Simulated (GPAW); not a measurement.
Co3Ir:

```
Ir Co
1.0
     3.58256    0.00000    0.00000
     0.00000    3.58256    0.00000
     0.00000    0.00000    3.58256
Ir Co
1 3
Cartesian
  0.0000 0.0000 0.0000
  1.7913 1.7913 0.0000
  1.7913 0.0000 1.7913
  0.0000 1.7913 1.7913
```

The cell comes from a database or a generator and needn't be the stable form of this composition.

Alike in all runs: program GPAW 26.7.0; functional PBEsol; potentials or basis PAW data sets generated in the run's folder for this functional; cutoff 600 eV; basis pw; k mesh 8 × 8 × 8; occupations fermi-dirac, width 0.05 eV.

Starts and where they ended:

| start | free energy over the lowest (meV/atom) | net moment (μB) | site or absolute moments (μB) | gap |
| --- | --- | --- | --- | --- |
| collinear spin, antiferromagnetic start of up to 3.5 μB | 0.0 | -4.75 | Ir -0.48; Co -1.46 | none (metal or under the smearing width) |
| collinear spin, antiferromagnetic start of up to 2 μB | 0.0 | -4.75 | Ir -0.48; Co -1.46 | none (metal or under the smearing width) |
| collinear spin, ferromagnetic start of up to 2 μB | 0.0 | 4.75 | Ir +0.48; Co +1.46 | none (metal or under the smearing width) |
| collinear spin, ferromagnetic start of up to 3.5 μB | 0.0 | 4.75 | Ir +0.48; Co +1.46 | none (metal or under the smearing width) |
| no spin polarisation | 41.9 | - | - | none (metal or under the smearing width) |

Allowing spin polarisation gains 42 meV/atom. A still lower state may exist.
